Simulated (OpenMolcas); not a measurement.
# Ta⁴⁺ with 4 ligands (bromide): CASSCF and CASPT2 levels and susceptibility

Which state of Ta⁴⁺ lies lowest among these ligands, how large is the field, and what χT follows?

Program: OpenMolcas 26.06. Level of theory: state-averaged CASSCF and CASPT2, spin-orbit coupling by RASSI with atomic mean-field integrals. These are calculated values, not measurements, unless marked.

## 1. What is computed

```
Species                           : Ta⁴⁺ (tantalum, Z = 73, 69 electrons)
Basis                             : ANO-RCC-VTZP [8s7p5d3f2g1h], 276 functions with the ligands
Scalar Hamiltonian                : DKH2, point nucleus
Inactive shells                   : 1s 2s 2p 3s 3p 3d 4s 4p 4d 4f 5s 5p of the metal, and all ligand shells
Active space                      : 1 electron in 5 orbitals (5d)
Some configurations of this space : 5d
Orbitals                          : optimised for each spin and parity, averaged over all roots
```

Outer shells as boxes (Hund's rule):

5d
```
5d [↑ ][  ][  ][  ][  ]
```

Ta⁴⁺ is taken with 4 ligands (bromide) in tetrahedron coordination (Td) at 2.46 Å. Ligand basis ANO-RCC-VTZP. The distances are assumed, not relaxed.

```xyz
5

Ta    0.0000    0.0000    0.0000
Br    1.4203    1.4203    1.4203
Br    1.4203   -1.4203   -1.4203
Br   -1.4203    1.4203   -1.4203
Br   -1.4203   -1.4203    1.4203
```

The work runs as a chain of OpenMolcas steps in one folder; each step below is one input file. Labels, J, g values, rates, χT and fits are worked out afterwards by a script from the matrices that RASSI stores.

## 2. GATEWAY and SEWARD: basis and integrals

The input, a.inp:

```
&GATEWAY
Coord
5

Ta 0.0 0.0 0.0
Br 1.420282 1.420282 1.420282
Br 1.420282 -1.420282 -1.420282
Br -1.420282 1.420282 -1.420282
Br -1.420282 -1.420282 1.420282
Basis=Ta.ANO-RCC-VTZP,Br.ANO-RCC-VTZP
Group=NoSym
NoMove
AngMom=0.0 0.0 0.0
AMFI
RICD
&SEWARD
```

Started as:

```sh
$ OMP_NUM_THREADS=1 MOLCAS_MEM=3686 MOLCAS_PROJECT=a pymolcas a.inp > a.log
```

Standard output:

```text
Basis set label: TA.ANO-RCC...8S7P5D3F2G1H.

      Electronic valence basis set:
      ------------------
      Associated Effective Charge  73.000000 au
      Associated Actual Charge     73.000000 au
      Nuclear Model: Point charge

      Shell  nPrim  nBasis  Cartesian Spherical Contaminant
         s      24       8        X
         p      21       7        X
         d      15       5                 X
         f      11       3                 X
         g       4       2                 X
         h       2       1                 X
                  Relativistic Douglas-Kroll-Hess integrals:
                    - DKH order of Hamiltonian: 2
                    - DKH order of Properties : 0
                  Atomic mean-field integrals
```

## 3. Reference wave functions, doublets, 5 roots

The input, a.inp:

```
&RASSCF
FileOrb=start.orb
Symmetry=1
Spin=2
nActEl=1 0 0
Inactive=106
Ras2=5
CIRoot=5 5 1
SDav=5
CIMx=300
Iter=150 100
PrWF=0.3
OrbListing=Nothing
MaxOrb=0
LevShft=1.0
>>> COPY $Project.JobIph JOB001
```

start.orb holds start orbitals that the driver prepared beforehand, or those of the step before.

Standard output (excerpt; [...] marks lines left out):

```text
[...]
      Number of active orbitals                  5
[...]
      Spin quantum number                      0.5
[...]
      Active orbitals                            5
[...]
      Number of CSFs                             5
      Number of root(s) required                 5
[...]
      Convergence after 20 iterations
[...]
      Natural orbitals and occupation numbers for root  1
      sym 1:  -0.000000   0.000000   1.000000   0.000000  -0.000000
      Natural orbitals and occupation numbers for root  2
      sym 1:  -0.000000   0.000000   0.000000   0.000000   1.000000
      Natural orbitals and occupation numbers for root  3
      sym 1:  -0.000000   0.000000  -0.000000   1.000000  -0.000000
::    RASSCF root number  1 Total energy: -26007.55140823
::    RASSCF root number  2 Total energy: -26007.55140823
::    RASSCF root number  3 Total energy: -26007.51368328
::    RASSCF root number  4 Total energy: -26007.51368328
::    RASSCF root number  5 Total energy: -26007.51368328
```

## 4. RASSI: spin-orbit coupling between the states

The input, a.inp:

```
&RASSI
NrOfJobIphs=1 5
1 2 3 4 5
IphNames
JOB001
EJob
SpinOrbit
DIPRint=1.0
SOCoupling=1000.0
Subsets=2
Property=9
'ANGMOM' 1 'ANGMOM' 2 'ANGMOM' 3 'MLTPL  1' 1 'MLTPL  1' 2 'MLTPL  1' 3
'AMFI' 1 'AMFI' 2 'AMFI' 3
SOProperty=3
'ANGMOM' 1 'ANGMOM' 2 'ANGMOM' 3
```

Started as:

```sh
$ OMP_NUM_THREADS=1 MOLCAS_MEM=3686 MOLCAS_PROJECT=a pymolcas a.inp > a.log
```

Standard output (excerpt; [...] marks lines left out):

```text
SPIN-FREE ENERGIES:
  (Shifted by EMIN (a.u.) =     -26007.5514082291)
 SF State       Relative EMIN(au)   Rel lowest level(eV)    D:o, cm**(-1)
     1             0.0000000000        0.0000000000              0.0000
     2             0.0000000000        0.0000000000              0.0000
     3             0.0377249455        1.0265480638           8279.6685
     4             0.0377249455        1.0265480638           8279.6685
     5             0.0377249455        1.0265480638           8279.6685
     Dipole printing threshold changed to   1.00000000E+00
[...]
Eigenvalues of complex Hamiltonian:
   -----------------------------------
  (Shifted by EMIN (a.u.) =     -26007.5514082291)
 SO State       Relative EMIN(au)   Rel lowest level(eV)    D:o, cm**(-1)
     1            -0.0027076918        0.0000000000              0.0000
     2            -0.0027076918        0.0000000000              0.0000
     3            -0.0027076916        0.0000000067              0.0001
     4            -0.0027076916        0.0000000067              0.0001
     5             0.0387826812        1.1290105659           9106.0843
     6             0.0387826812        1.1290105659           9106.0843
     7             0.0387826821        1.1290105892           9106.0845
     8             0.0387826821        1.1290105892           9106.0845
     9             0.0410248567        1.1900232685           9598.1850
    10             0.0410248567        1.1900232685           9598.1850
Weights of the five most important spin-orbit-free states for each spin-orbit state.
[...]
```

These steps: 6.1 min of run time, 1 thread of Arm Neoverse V1, shared host.

Spin-free states, with their symmetry labels:

```csv
state,degeneracy,E (cm-1)
2E,2,0
2T2,3,8280
```

With spin-orbit coupling:

| E (cm-1) | Degeneracy | Label | 2S+1 | g |
| --- | --- | --- | --- | --- |
| 0.0 | 4 | Γ8 | 2 |  |
| 9106 | 4 | Γ8 | 2 |  |
| 9598 | 2 |  | 2 | 1.02 1.02 1.02 |

Principal g values are given for doublets only; a zero marks a field direction without first-order Zeeman splitting.

Powder χT (cm³ K/mol): 0.18 at 2 K, 0.18 at 5 K, 0.18 at 10 K, 0.18 at 20 K, 0.18 at 50 K, 0.18 at 100 K, 0.19 at 150 K, 0.19 at 200 K, 0.19 at 250 K, 0.19 at 300 K.

A ligand-field fit to the states below 45000 cm-1 gives 10Dq = -8280 cm-1, the gap between the two states.

The orbitals of the open shell are 64 to 78 % metal; the Mulliken charge of the metal is +1.41 e.

## 5. CASPT2: IPEA 0.25, imaginary shift 0.1 (83 orbitals frozen, the lowest in energy)

The input, a.inp:

```
>>> COPY JOB001 $Project.JobIph
&CASPT2
Multistate=5 1 2 3 4 5
NoMult
Frozen=83
IPEA=0.25
Imaginary=0.1
MaxIter=60
WThr=0.0 0.3 0.05
PrWF=0.5
NoMix
```

Standard output:

```text
Orbital specifications:
      -----------------------

      Symmetry species                           1
                                                 a
      Frozen orbitals                           83
      Inactive orbitals                         23
      Active orbitals                            5
      Secondary orbitals                       165
      Deleted orbitals                           0
      Number of basis functions                276
Type of calculation                        SS-CASPT2
      Fock operator                              state-specific
      IPEA shift                                 0.25
      Real shift                                 0.00
      Imaginary shift                            0.10
      The input orbitals will be transformed to quasi-canonical
Reference energy:      -26007.5514082291
      E2 (Non-variational):      -1.4178590227
      Shift correction:          -0.0019670815
      E2 (Variational):          -1.4198261042
      Total energy:          -26008.9712343333
      Residual norm:              0.0000001677
      Reference weight:           0.71506
      Contributions to the CASPT2 correlation energy
      Active & Virtual Only:         -0.0000000001
      One Inactive Excited:          -0.0581327764
      Two Inactive Excited:          -1.3597262461
Reference energy:      -26007.5514082290
      E2 (Non-variational):      -1.4178498111
      Shift correction:          -0.0019667513
      E2 (Variational):          -1.4198165624
      Total energy:          -26008.9712247914
      Residual norm:              0.0000001675
      Reference weight:           0.71507
      Contributions to the CASPT2 correlation energy
      Active & Virtual Only:         -0.0000000001
      One Inactive Excited:          -0.0581228243
      Two Inactive Excited:          -1.3597269867
::    CASPT2 Root  1     Total energy: -26008.97123433
::    CASPT2 Root  2     Total energy: -26008.97122479
::    CASPT2 Root  3     Total energy: -26008.93507078
::    CASPT2 Root  4     Total energy: -26008.93538134
::    CASPT2 Root  5     Total energy: -26008.93506666
```

Time for this run: 8.1 min (1 thread of Arm Neoverse V1, shared host).

SS-CASPT2: lowest energy less the reference's lowest, -1.4198 hartree; reference weights 0.712 to 0.715.

States without spin-orbit coupling:

```csv
state,degeneracy,E (cm-1)
2E,2,0
2T2,3,7914
```

With spin-orbit coupling:

```tsv
E (cm-1)	Degeneracy	Label	2S+1	g
0	4	Γ8	2	
8790	4	Γ8	2	
9260	2		2	1.02 1.02 1.02
```

Powder χT (cm³ K/mol): 0.17 at 2 K, 0.17 at 5 K, 0.17 at 10 K, 0.17 at 20 K, 0.18 at 50 K, 0.18 at 100 K, 0.18 at 150 K, 0.18 at 200 K, 0.19 at 250 K, 0.19 at 300 K.

A ligand-field fit to the states below 45000 cm-1 gives 10Dq = -7914 cm-1, the gap between the two states.

## 6. CASPT2: IPEA 0.25, imaginary shift 0.1 (closed shells correlated: none of the metal, with ligand shells; the Frozen line counts the rest)

Edit a.inp of step 5 so:

```diff
@@ -4,3 +4,3 @@
 NoMult
-Frozen=83
+Frozen=90
 IPEA=0.25
```

Started as:

```sh
$ OMP_NUM_THREADS=1 MOLCAS_MEM=3686 MOLCAS_PROJECT=a pymolcas a.inp > a.log
```

Standard output:

```text
Orbital specifications:
      -----------------------

      Symmetry species                           1
                                                 a
      Frozen orbitals                           90
      Inactive orbitals                         16
      Active orbitals                            5
      Secondary orbitals                       165
      Deleted orbitals                           0
      Number of basis functions                276
Type of calculation                        SS-CASPT2
      Fock operator                              state-specific
      IPEA shift                                 0.25
      Real shift                                 0.00
      Imaginary shift                            0.10
      The input orbitals will be transformed to quasi-canonical
Reference energy:      -26007.5514082291
      E2 (Non-variational):      -0.7775028417
      Shift correction:          -0.0019132366
      E2 (Variational):          -0.7794160783
      Total energy:          -26008.3308243074
      Residual norm:              0.0000001567
      Reference weight:           0.74023
      Contributions to the CASPT2 correlation energy
      Active & Virtual Only:          0.0000000004
      One Inactive Excited:          -0.0381180593
      Two Inactive Excited:          -0.7393847828
Reference energy:      -26007.5514082290
      E2 (Non-variational):      -0.7774936483
      Shift correction:          -0.0019129057
      E2 (Variational):          -0.7794065540
      Total energy:          -26008.3308147831
      Residual norm:              0.0000001565
      Reference weight:           0.74024
      Contributions to the CASPT2 correlation energy
      Active & Virtual Only:          0.0000000004
      One Inactive Excited:          -0.0381081639
      Two Inactive Excited:          -0.7393854848
::    CASPT2 Root  1     Total energy: -26008.33082431
::    CASPT2 Root  2     Total energy: -26008.33081478
::    CASPT2 Root  3     Total energy: -26008.29602176
::    CASPT2 Root  4     Total energy: -26008.29630643
::    CASPT2 Root  5     Total energy: -26008.29601819
```

This run took 7.9 min in all on 1 thread of Arm Neoverse V1, shared host.

SS-CASPT2: lowest energy less the reference's lowest, -0.7794 hartree; reference weights 0.737 to 0.740.

States without spin-orbit coupling:

```csv
state,degeneracy,E (cm-1)
2E,2,0
2T2,3,7617
```

With spin-orbit coupling:

```csv
E (cm-1),Degeneracy,Label,2S+1,g
0,4,Γ8,2,
8540,4,Γ8,2,
8980,2,,2,1.02 1.02 1.02
```

Powder χT (cm³ K/mol): 0.17 at 2 K, 0.17 at 5 K, 0.17 at 10 K, 0.17 at 20 K, 0.17 at 50 K, 0.17 at 100 K, 0.18 at 150 K, 0.18 at 200 K, 0.18 at 250 K, 0.18 at 300 K.

A ligand-field fit to the states below 45000 cm-1 gives 10Dq = -7617 cm-1, the gap between the two states.

## 7. The methods side by side

A. CASSCF
B. SS-CASPT2, IPEA 0.25, imaginary shift 0.1 (83 orbitals frozen, the lowest in energy)
C. SS-CASPT2, IPEA 0.25, imaginary shift 0.1 (closed shells correlated: none of the metal, with ligand shells; the Frozen line counts the rest)

```csv
method,ground state,first state of that spin (cm-1),first gap with spin-orbit (cm-1),χT at 300 K
A,2E,2T2 8280,9106.1,0.19
B,2E,2T2 7914,8789.6,0.19
C,2E,2T2 7617,8535.9,0.18
```

## 8. What came out

| quantity | value |
| --- | --- |
| method | SS-CASPT2, IPEA 0.25, imaginary shift 0.1 (83 orbitals frozen, the lowest in energy) |
| spin-free ground state | 2E, 2-fold in its orbital part |
| first state of the same spin within the active space | 2T2 at 7910 cm⁻¹ |
| lowest level | 4-fold Γ8 |
| next level | 8789.6 cm⁻¹ |
| χT at 300 K | 0.19 cm³ K/mol |
| effective moment at 300 K | 1.23 μB |

Cost by method:

```csv
method,time of its own steps,time with the reference
A. CASSCF,6.1 min,6.1 min
"B. SS-CASPT2, IPEA 0.25, imaginary shift 0.1 (83 orbitals frozen, the lowest in energy)",8.1 min,14 min
"C. SS-CASPT2, IPEA 0.25, imaginary shift 0.1, +none",7.9 min,14 min
```

Times are of one thread on a shared host.

The spin-free ground state (2E) is 2-fold and keeps the highest spin of the shell. χT at 300 K is 0.19, against 0.38 cm³ K/mol for the spin alone, so orbital moment lowers it. A ligand-field fit to the states below 45000 cm-1 gives 10Dq = -7914 cm-1, the gap between the two states. CASPT2 does not keep the components of a term degenerate, and the means are used. An orbital doublet at a regular site is open to a Jahn-Teller distortion, which this geometry leaves out. The frozen orbitals are chosen by energy, so an outer shell of the metal can be frozen while a deeper shell elsewhere is correlated. The bonds are covalent and no ligand orbital is active, so the numbers are rough.
